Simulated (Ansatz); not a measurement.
# ClF3H2MoO2: up Jacob's ladder to CCSD(T)

One table from this session's results is given with a row withheld; the runs are named, their logs left out.

The runs use Ansatz 0.2.0, Gaussian basis; functionals in def2-TZVPP, the program's frozen cores in correlated methods.

Levels to be run: PBE-D4, r2SCAN-D4, PBE0-D4, B3LYP-D4, ωB97X-V, ωB97M-V, B2PLYP; CCSD(T)/def2-TZVPP; MP2/def2-QZVPP; extrapolation to the limit.

### The relaxed structure

All runs share one geometry, relaxed beforehand with PBE0-D4 in a triple-zeta def2 set. Mo takes the def2 core potential; no spin-orbit term is included.

SMILES `[OH][Mo]([OH])([F])([F])([F])[Cl]`, 9 atoms, charge 0, spin multiplicity 1.

Atoms are counted from 1 here; the program's logs count them from 0.

Bond lengths: O1–Mo2 1.851 Å, O1–H8 0.965 Å, Mo2–O3 1.831 Å, Mo2–F4 1.856 Å, Mo2–F5 1.833 Å, Mo2–F6 1.865 Å, Mo2–Cl7 2.285 Å, O3–H9 0.963 Å. Angles: Mo2–O1–H8 121.1°, O1–Mo2–O3 94.2°, O1–Mo2–F4 94.6°, O1–Mo2–F5 90.9°, O1–Mo2–F6 81.8°, O1–Mo2–Cl7 166.4°, O3–Mo2–F4 84.3°, O3–Mo2–F5 90.8°, O3–Mo2–F6 169.7°, O3–Mo2–Cl7 99.3°, F4–Mo2–F5 172.9°, F4–Mo2–F6 86.6°, F4–Mo2–Cl7 89.0°, F5–Mo2–F6 98.7°, F5–Mo2–Cl7 86.8°, F6–Mo2–Cl7 85.2°, Mo2–O3–H9 129.7°.

Set-up of the first run:

File in.yaml:

```yaml
crystal:
  periodic: [false, false, false]
  atoms:
    - {symbol: O, position_ang: [-0.598038, 0.202749, 1.542633]}
    - {symbol: Mo, position_ang: [0.247121, 0.002431, -0.092431]}
    - {symbol: O, position_ang: [-1.018293, 0.953244, -1.013795]}
    - {symbol: F, position_ang: [-0.759118, -1.472200, -0.599317]}
    - {symbol: F, position_ang: [1.222400, 1.528738, 0.191488]}
    - {symbol: F, position_ang: [1.290879, -1.188034, 0.892481]}
    - {symbol: Cl, position_ang: [1.690917, -0.446646, -1.805294]}
    - {symbol: H, position_ang: [-0.256366, -0.227568, 2.335671]}
    - {symbol: H, position_ang: [-1.819482, 0.647276, -1.451435]}
basis:
  gaussian: {orbitals: def2-TZVPP}
hamiltonian: {xc: pbe, dispersion: d4}
output: {forces: true, orbitals: {seedname: orbitals}}
```

Command:

```console
$ ansatz run in.yaml --threads 2 --pin off --events-out ev --progress --plain --max-ram 32768MiB --backend cuda --devices 0, --max-vram 18GiB
```

Among the steps run: PBE-D4 (GGA); r2SCAN-D4 (meta-GGA); PBE0-D4 (hybrid); B3LYP-D4 (hybrid); ωB97X-V (range-separated); ωB97M-V (range-separated); B2PLYP (double hybrid).

One of the session's tables, all rows but one given; the rest of the session is left out.

```
functional  HOMO (eV)  LUMO (eV)  gap (eV)
    PBE-D4      -7.92      -5.09      2.83
 r2SCAN-D4          ?          ?         ?
   PBE0-D4      -9.42      -4.64      4.78
  B3LYP-D4      -9.15      -4.84      4.32
   ωB97X-V     -11.76      -2.60      9.16
   ωB97M-V     -11.63      -2.60      9.03
```

Estimate the missing values for r2SCAN-D4.

As computed: HOMO (eV): -8.32; LUMO (eV): -5.23; gap (eV): 3.09. In the column «HOMO (eV)» it lies between B3LYP-D4 (-9.15) and PBE-D4 (-7.92).
